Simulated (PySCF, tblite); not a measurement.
# CH₈NO₂Si₂ radical, a small gas-phase stand-in for a defect centre (C site with back bonds O[SiH3], N[SiH3], O): EPR parameters

Wanted: the EPR parameters for `O[C](N[SiH3])O[SiH3]`. It is drawn as: dangling bond.

Programs: tblite 0.8.0 and PySCF 2.14.0. All values are calculated, for the isolated system unless a continuum is named. Atoms count from 0, parts from 1.

## 1. The system as given

14 atoms, charge 0, multiplicity 2; geometry: distance geometry start.

## 2. Geometry optimisation with GFN2-xTB

Job settings and geometry (Å):

```
{"job": {"kind": "relax", "xc": "GFN2-xTB", "basis": "xTB"}, "charge": 0, "multiplicity": 2}
C     -0.344913    -1.071464    -0.810762
O     -1.585326    -0.538122    -1.070985
Si    -2.072859     1.093074    -0.667997
N     -0.001076    -1.252745     0.599148
Si     0.691753     0.222778     1.422036
O      0.090655    -2.096472    -1.641777
H     -2.517069     1.776225    -1.855221
H     -0.981037     1.818816    -0.125622
H     -3.143270     1.068380     0.257713
H      0.396735    -2.144186     0.840042
H      1.879100    -0.120870     2.079184
H      0.979632     1.239068     0.458801
H     -0.243132     0.729423     2.379969
H     -0.086934    -2.139569    -2.588737
```

Method: GFN2-xTB geometry optimisation, gas phase.

Command:

```bash
$ OMP_NUM_THREADS=1 python cluster_run.py task.json out
```

This one command runs all jobs of the session in turn.

The program printed:

```text
step      E/eV     max force
  0    -563.96873    2.386
  1    -564.26193    1.163
  2    -564.39907    1.004
  3    -564.45363    0.819
  4    -564.57327    0.810
  5    -564.62135    0.710
  6    -564.67835    0.616
  7    -564.70697    0.655
  8    -564.74690    0.541
  9    -564.77382    0.560
 10    -564.79632    0.435
 11    -564.81445    0.420
 12    -564.83454    0.484
 13    -564.85353    0.333
 14    -564.86815    0.303
 15    -564.88061    0.316
 16    -564.89462    0.358
 17    -564.91098    0.381
 18    -564.92889    0.370
 19    -564.94378    0.378
 20    -564.95460    0.322
 21    -564.96271    0.223
 22    -564.96912    0.221
 23    -564.97570    0.191
 24    -564.98396    0.262
 25    -564.99338    0.290
 26    -565.00178    0.190
 27    -565.00686    0.162
 28    -565.00870    0.133
 29    -565.01009    0.179
 30    -565.01229    0.111
 31    -565.01608    0.130
 32    -565.01849    0.132
 33    -565.02092    0.152
 34    -565.02326    0.146
 35    -565.02640    0.155
 36    -565.02911    0.172
 37    -565.03104    0.120
 38    -565.03252    0.100
 39    -565.03415    0.096
 40    -565.03634    0.131
 41    -565.03919    0.192
 42    -565.04203    0.181
 43    -565.04343    0.118
 44    -565.04495    0.124
 45    -565.04622    0.108
 46    -565.05033    0.137
 47    -565.05248    0.176
 48    -565.05562    0.144
 49    -565.05692    0.088
 50    -565.05757    0.061
 51    -565.05797    0.058
 52    -565.05877    0.079
 53    -565.06003    0.105
 54    -565.06131    0.085
 55    -565.06208    0.047
 56    -565.06245    0.044
 57    -565.06277    0.045
 58    -565.06322    0.072
 59    -565.06385    0.081
 60    -565.06449    0.056
 61    -565.06488    0.034
 62    -565.06506    0.031
 63    -565.06517    0.031
 64    -565.06530    0.030
 65    -565.06551    0.035
 66    -565.06584    0.048
 67    -565.06627    0.056
 68    -565.06665    0.043
 69    -565.06689    0.028
 70    -565.06704    0.030
 71    -565.06722    0.039
 72    -565.06748    0.059
 73    -565.06779    0.047
 74    -565.06806    0.048
 75    -565.06829    0.040
 76    -565.06854    0.050
 77    -565.06898    0.072
 78    -565.06963    0.075
 79    -565.07043    0.075
 80    -565.07098    0.069
 81    -565.07152    0.081
 82    -565.07190    0.081
 83    -565.07238    0.039
 84    -565.07257    0.047
 85    -565.07281    0.050
 86    -565.07308    0.061
 87    -565.07368    0.093
 88    -565.07459    0.113
 89    -565.07547    0.100
 90    -565.07498    0.165
 91    -565.07667    0.062
 92    -565.07704    0.050
 93    -565.07782    0.057
 94    -565.07911    0.096
 95    -565.08084    0.125
 96    -565.08068    0.242
 97    -565.08467    0.146
 98    -565.08592    0.096
 99    -565.08724    0.086
100    -565.08797    0.078
101    -565.08873    0.071
102    -565.08983    0.082
103    -565.09035    0.045
104    -565.09082    0.052
105    -565.09130    0.056
106    -565.09184    0.063
107    -565.09224    0.053
108    -565.09261    0.043
109    -565.09293    0.043
110    -565.09325    0.050
111    -565.09353    0.040
112    -565.09369    0.029
113    -565.09379    0.024
114    -565.09392    0.033
115    -565.09409    0.038
116    -565.09429    0.034
117    -565.09448    0.031
118    -565.09466    0.030
119    -565.09482    0.031
120    -565.09499    0.038
121    -565.09522    0.038
122    -565.09550    0.045
123    -565.09579    0.048
124    -565.09605    0.040
125    -565.09624    0.039
126    -565.09642    0.033
127    -565.09671    0.032
128    -565.09701    0.036
129    -565.09728    0.031
130    -565.09750    0.031
131    -565.09773    0.030
132    -565.09800    0.052
133    -565.09828    0.053
134    -565.09857    0.064
135    -565.09892    0.044
136    -565.09927    0.047
137    -565.09973    0.057
138    -565.10031    0.053
139    -565.10087    0.046
140    -565.10135    0.051
141    -565.10157    0.042
142    -565.10180    0.043
143    -565.10197    0.030
144    -565.10214    0.027
145    -565.10228    0.028
146    -565.10245    0.029
147    -565.10260    0.023
148    -565.10275    0.023
149    -565.10287    0.026
150    -565.10295    0.017
151    -565.10300    0.017
152    -565.10305    0.013
153    -565.10309    0.014
154    -565.10313    0.013
155    -565.10315    0.012
156    -565.10318    0.012
157    -565.10320    0.011
158    -565.10323    0.015
159    -565.10326    0.015
160    -565.10330    0.016
161    -565.10335    0.020
162    -565.10342    0.021
163    -565.10350    0.022
164    -565.10358    0.024
165    -565.10369    0.024
166    -565.10383    0.031
167    -565.10402    0.030
168    -565.10421    0.031
169    -565.10440    0.045
170    -565.10467    0.053
171    -565.10511    0.054
172    -565.10570    0.064
173    -565.10622    0.047
174    -565.10652    0.031
175    -565.10667    0.038
176    -565.10671    0.035
177    -565.10679    0.043
178    -565.10687    0.026
179    -565.10696    0.012
180    -565.10700    0.012
181    -565.10704    0.012
182    -565.10706    0.011
183    -565.10709    0.013
184    -565.10712    0.014
185    -565.10715    0.012
186    -565.10716    0.010
187    -565.10717    0.008
```

Run time: 5.9 s. Hardware: 1 thread of Arm Neoverse V1, shared host.

Step by step:

```
step  energy from step 0 (eV)  largest force (eV/Å)
   0                   0.0000                2.3857
   7                  -0.7382                0.6546
  14                  -0.8994                0.3035
  21                  -0.9940                0.2228
  28                  -1.0400                0.1334
  35                  -1.0577                0.1543
  42                  -1.0733                0.1815
  49                  -1.0882                0.0884
  56                  -1.0937                0.0437
  63                  -1.0964                0.0310
  70                  -1.0983                0.0297
  77                  -1.1002                0.0722
  84                  -1.1038                0.0467
  91                  -1.1079                0.0618
  98                  -1.1172                0.0963
 105                  -1.1226                0.0559
 112                  -1.1250                0.0291
 119                  -1.1261                0.0308
 126                  -1.1277                0.0332
 133                  -1.1295                0.0533
 140                  -1.1326                0.0503
 147                  -1.1339                0.0236
 154                  -1.1344                0.0131
 161                  -1.1346                0.0200
 168                  -1.1355                0.0317
 175                  -1.1379                0.0385
 182                  -1.1383                0.0112
 187                  -1.1384                0.0075
```

Distances of close pairs at the start and the end, largest changes first:

```
   bond  before (Å)  after (Å)  change (Å)
 O1–Si2       1.750      1.638      -0.111
 N3–Si4       1.826      1.736      -0.090
  C0–N3       1.463      1.373      -0.089
Si4–H10       1.400      1.461      +0.061
 Si2–H8       1.415      1.462      +0.047
Si4–H12       1.431      1.470      +0.039
 Si2–H7       1.419      1.451      +0.032
Si4–H11       1.430      1.462      +0.032
```

## 3. Relaxing the molecule at PBE0-D3(BJ)/def2-SVP

Job settings and geometry (Å):

```
{"job": {"xc": "PBE0", "basis": "def2-SVP", "d3": "d3bj", "grid": 2, "kind": "geom", "shake": 0.01}, "charge": 0, "multiplicity": 2}
C      0.480599    -0.703346    -0.781289
O     -0.077624     0.551347    -0.885337
Si    -1.637381     1.097289    -0.864544
N      1.163337    -0.972566     0.372105
Si     1.383098     0.138265     1.666298
O     -0.275787    -1.729837    -1.309759
H     -2.335589     0.525255    -1.997956
H     -1.336766     2.524174    -1.006539
H     -2.325784     0.729721     0.387227
H      1.212408    -1.972084     0.523833
H      2.248638    -0.632084     2.566680
H      2.037877     1.327377     1.115355
H      0.129410     0.558477     2.366996
H     -0.672911    -1.456595    -2.138662
```

The program printed:

```text
step   0  E = -826.20285677  max force = 0.044168
step   1  E = -826.21282502  max force = 0.017091
step   2  E = -826.21327475  max force = 0.014121
step   3  E = -826.21496869  max force = 0.005366
step   4  E = -826.21568356  max force = 0.003158
step   5  E = -826.21601982  max force = 0.003497
step   6  E = -826.21626031  max force = 0.001793
step   7  E = -826.21634850  max force = 0.001789
step   8  E = -826.21649523  max force = 0.001892
step   9  E = -826.21655896  max force = 0.001504
step  10  E = -826.21657814  max force = 0.000751
step  11  E = -826.21658446  max force = 0.000246
optimisation converged
```

Run time: 3.5 min. Hardware: 1 thread of Arm Neoverse V1, shared host; peak memory 0.75 GiB.

Along the way:

```
step  energy from step 0 (eV)  largest force component (eV/Å)
   0                   0.0000                          2.2712
   1                  -0.2712                          0.8789
   2                  -0.2835                          0.7261
   3                  -0.3296                          0.2759
   4                  -0.3490                          0.1624
   5                  -0.3582                          0.1798
   6                  -0.3647                          0.0922
   7                  -0.3671                          0.0920
   8                  -0.3711                          0.0973
   9                  -0.3729                          0.0773
  10                  -0.3734                          0.0386
  11                  -0.3735                          0.0126
```

Distances of close pairs at the start and the end, largest changes first:

```
   bond  before (Å)  after (Å)  change (Å)
 Si2–H6       1.449      1.493      +0.044
 O1–Si2       1.653      1.691      +0.039
 N3–Si4       1.720      1.752      +0.032
Si4–H11       1.465      1.492      +0.027
Si4–H10       1.467      1.493      +0.026
 Si2–H7       1.465      1.486      +0.021
  C0–N3       1.367      1.385      +0.018
 Si2–H8       1.475      1.491      +0.016
```

The end geometry stands in the next job.

```
                         at the end point                value
  point group (found at 0.08 Å tolerance)                   C1
rotational constants (GHz, main isotopes)  3.501, 1.521, 1.147
                        dipole moment (D)                 1.43
                                     ⟨S²⟩                0.753
```

## 4. g tensor and hyperfine couplings: B3LYP/IGLO-III+pcH-1

Job settings and geometry (Å):

```
{"job": {"kind": "epr"}, "charge": 0, "multiplicity": 2}
C      0.388144    -0.713278    -0.785814
O     -0.012132     0.595389    -0.792033
Si    -1.630506     1.079381    -0.877948
N      1.049290    -1.027844     0.389760
Si     1.475930     0.157016     1.607186
O     -0.589648    -1.620987    -1.128385
H     -2.232273     0.671979    -2.181935
H     -1.569439     2.562320    -0.797819
H     -2.442177     0.529218     0.245355
H      1.341840    -1.994169     0.468024
H      2.208098    -0.628165     2.645029
H      2.366285     1.232152     1.079736
H      0.280641     0.798393     2.234044
H     -0.640560    -1.656271    -2.090532
```

Level: UKS B3LYP, IGLO-III on C N O Si, pcH-1 on H, non-relativistic, mean-field spin-orbit, GIAO.

The program printed:

```text
UKS, coarse grid
  cycle   1  E = -827.10943825  |g| = 6.92e-01
  cycle   2  E = -826.83755656  |g| = 1.11e+00
  cycle   3  E = -827.26429565  |g| = 9.76e-02
  cycle   4  E = -827.26630507  |g| = 6.57e-02
  cycle   5  E = -827.26782085  |g| = 1.27e-02
  cycle   6  E = -827.26788303  |g| = 3.70e-03
  cycle   7  E = -827.26788827  |g| = 2.20e-03
  cycle   8  E = -827.26788952  |g| = 6.60e-04
UKS, final grid
  cycle   1  E = -827.26795263  |g| = 9.89e-04
  cycle   2  E = -827.26795197  |g| = 1.68e-03
  cycle   3  E = -827.26795302  |g| = 1.14e-04
  cycle   4  E = -827.26795302  |g| = 3.79e-05
  cycle   5  E = -827.26795302  |g| = 3.34e-05
  cycle   6  E = -827.26795302  |g| = 6.11e-06
E = -827.26795302 Eh   <S^2> = 0.7527 (exact 0.7500)
g shifts (ppm)      1          2          3
  rmc          -214       -214       -214
  gc             42         -6          2
  oz_so         -36        936       1160
  total        -208        716        948
hyperfine (MHz)  atom isotope    a_iso     a_fc   dipolar eigenvalues
    0   13C     400.40     400.48    -64.46    -63.01    127.47
    1   17O     -81.75     -81.77    -22.99     11.00     12.00
    2  29Si     -17.93     -17.99     -7.63      3.30      4.33
    3   14N      15.63      15.66     -6.73     -6.03     12.75
    4  29Si       3.64       3.62     -3.40      1.18      2.22
    5   17O     -12.82     -12.84    -32.94     15.90     17.04
    6    1H      -1.44      -1.44     -1.87     -1.56      3.43
    7    1H      -2.05      -2.05     -1.59     -1.32      2.90
    8    1H      13.36      13.36     -1.89     -1.12      3.01
    9    1H      -7.32      -7.33     -8.37     -6.08     14.45
   10    1H      -1.88      -1.88     -1.65     -1.52      3.17
   11    1H       6.91       6.91     -1.80     -1.69      3.49
   12    1H      21.09      21.09     -1.83     -1.08      2.91
   13    1H      19.32      19.32    -13.69     -7.58     21.27
```

Run time: 97 s. Hardware: 1 thread of Arm Neoverse V1, shared host; peak memory 1 GiB.

Principal g values 2.00211, 2.00304, 2.00327; g(iso) = 2.00280, against 2.00232 for a free electron.

Hyperfine couplings, nucleus by nucleus at this fixed geometry (no averaging over rotations):

```
nuclei  isotope  a(iso) (MHz)  a(iso) (G, at g = 2.0023)  largest dipolar term (MHz)
    C0      13C         400.4                      142.9                       127.5
    O1      17O         -81.8                      -29.2                       -23.0
   H12       1H          21.1                        7.5                         2.9
   H13       1H          19.3                        6.9                        21.3
   Si2     29Si         -17.9                       -6.4                        -7.6
    N3      14N          15.6                        5.6                        12.8
    H8       1H          13.4                        4.8                         3.0
    O5      17O         -12.8                       -4.6                       -32.9
    H9       1H          -7.3                       -2.6                        14.4
   H11       1H           6.9                        2.5                         3.5
   Si4     29Si           3.6                        1.3                        -3.4
    H7       1H          -2.1                       -0.7                         2.9
   H10       1H          -1.9                       -0.7                         3.2
    H6       1H          -1.4                       -0.5                         3.4
```

Mulliken spin populations:

C0 0.81; O1 0.02; Si2 0.04; N3 0.08; Si4 0.02; O5 0.02; H6 0.00; H7 0.00; H8 0.01; H9 -0.01; H10 0.00; H11 0.01; H12 0.01; H13 0.00

In first order the couplings over 0.8 MHz of 1H, 14N give 768 distinct lines over 37.3 G.

## 5. g tensor and hyperfine couplings: BHandHLYP/IGLO-III+pcH-1

Same as in step 4 but for these lines:

```diff
@@ -1,2 +1,2 @@
-{"job": {"kind": "epr"}, "charge": 0, "multiplicity": 2}
+{"job": {"kind": "epr", "xc": "BHandHLYP"}, "charge": 0, "multiplicity": 2}
 C      0.388144    -0.713278    -0.785814
```

Level: UKS BHandHLYP, IGLO-III on C N O Si, pcH-1 on H, non-relativistic, mean-field spin-orbit, GIAO.

The program printed:

```text
UKS, coarse grid
  cycle   1  E = -826.95552130  |g| = 5.88e-01
  cycle   2  E = -826.94684369  |g| = 6.45e-01
  cycle   3  E = -827.08366670  |g| = 5.55e-02
  cycle   4  E = -827.08508694  |g| = 3.17e-02
  cycle   5  E = -827.08555500  |g| = 1.06e-02
  cycle   6  E = -827.08564710  |g| = 3.56e-03
  cycle   7  E = -827.08566489  |g| = 1.71e-03
  cycle   8  E = -827.08566821  |g| = 7.54e-04
UKS, final grid
  cycle   1  E = -827.08570605  |g| = 8.07e-04
  cycle   2  E = -827.08570603  |g| = 9.41e-04
  cycle   3  E = -827.08570635  |g| = 1.02e-04
  cycle   4  E = -827.08570637  |g| = 7.75e-05
  cycle   5  E = -827.08570638  |g| = 1.51e-05
E = -827.08570638 Eh   <S^2> = 0.7543 (exact 0.7500)
g shifts (ppm)      1          2          3
  rmc          -219       -219       -219
  gc             38         -5          3
  oz_so         -62        878       1099
  total        -243        654        883
hyperfine (MHz)  atom isotope    a_iso     a_fc   dipolar eigenvalues
    0   13C     446.39     446.48    -69.42    -67.33    136.75
    1   17O     -77.47     -77.49    -23.62     11.04     12.57
    2  29Si     -14.10     -14.14     -6.43      2.67      3.76
    3   14N      15.27      15.29     -6.47     -5.95     12.41
    4  29Si       5.11       5.10     -2.95      0.83      2.12
    5   17O     -12.80     -12.82    -33.27     15.94     17.33
    6    1H      -1.46      -1.46     -1.86     -1.67      3.52
    7    1H      -1.43      -1.43     -1.51     -1.33      2.84
    8    1H      11.16      11.16     -1.79     -1.24      3.03
    9    1H      -8.47      -8.48     -8.52     -6.34     14.86
   10    1H      -1.49      -1.49     -1.62     -1.49      3.11
   11    1H       5.23       5.23     -1.81     -1.75      3.56
   12    1H      17.85      17.85     -1.74     -1.19      2.93
   13    1H      19.61      19.60    -14.16     -8.01     22.17
```

It took 1.7 min on 1 thread of Arm Neoverse V1, shared host; peak memory 0.94 GiB.

In short: g(iso) 2.00275.

## 6. Side by side: EPR parameters

g, ⟨S²⟩ and isotropic hyperfine couplings (MHz), with basis size and wall time:

```
                     run   g(iso)   ⟨S²⟩  13C C0  17O O1  1H H12  1H H13  29Si Si2  functions     time
    B3LYP/IGLO-III+pcH-1  2.00280  0.753   400.4   -81.8    21.1    19.3     -17.9        308     97 s
BHandHLYP/IGLO-III+pcH-1  2.00275  0.754   446.4   -77.5    17.9    19.6     -14.1        308  1.7 min
```

## 7. Summary of results

| quantity | value |
| --- | --- |
| point group | C1 |
| rotational constants (main isotopes) | 3.50, 1.52, 1.15 GHz |
| g(iso) (B3LYP) | 2.00280 |
| ⟨S²⟩ | 0.753 (exact 0.75) |
| largest a(iso) | 13C on C0, 400.4 MHz |

What this shows: The start of the PBE0/def2-SVP relaxation was shaken at random by about 0.01 Å, so part of the energy gained, and of the first lengths quoted, undoes that. Relaxing lowered the energy by 0.374 eV in 11 steps; the close pair that moved most is Si2–H6, from 1.449 to 1.493 Å (PBE0/def2-SVP). C0 carries the largest spin population, 0.81 e. The isotropic g lies 0.5 ppt above the free-electron value. The coupling of 13C on C0 runs from 400.4 (B3LYP/IGLO-III+pcH-1) to 446.4 MHz (BHandHLYP/IGLO-III+pcH-1). A capped cluster stands for the solid here, so long-range fields and strain are missing, and bands or shifts of the capping hydrogens have no counterpart in it.
